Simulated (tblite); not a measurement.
# Cl3H6HfNOSi2: the cost of one run

Computed with tblite 0.8.0 and PySCF 2.14.0; each step states its level. No surroundings beyond the atoms listed, unless a continuum is named. Atoms count from 0, parts from 1.

## 1. The system as given

14 atoms, charge 0, multiplicity 1; geometry: distance geometry start.

## 2. Relaxing the cluster with GFN2-xTB

The job: settings as JSON, then the geometry in Å.

```
{"job": {"kind": "relax", "xc": "GFN2-xTB", "basis": "xTB"}, "charge": 0, "multiplicity": 1}
Si     0.961417     0.660993    -1.277437
N      0.356094    -0.295440     0.135976
Si     1.625157    -1.276292     1.019122
O     -0.873329    -0.878793    -0.020514
Hf    -2.633631    -0.082588     0.671680
Cl    -4.460825    -0.847284    -0.702634
Cl    -2.538995     2.313394     0.566747
Cl    -3.021141    -0.730178     2.927048
H      2.036594    -0.022446    -1.903090
H      1.442754     1.915876    -0.844875
H     -0.083958     0.852648    -2.204283
H      1.937661    -0.655023     2.255691
H      2.795390    -1.394182     0.219406
H      1.101750    -2.581904     1.282686
```

Level: GFN2-xTB geometry optimisation, gas phase.

Run with:

```sh
> OMP_NUM_THREADS=1 python cluster_run.py task.json out
```

One launch serves the whole session: the jobs run in the order shown.

**Question.** How long does this first job take on 1 thread of Arm Neoverse V1, shared host?

About 4.8 s.
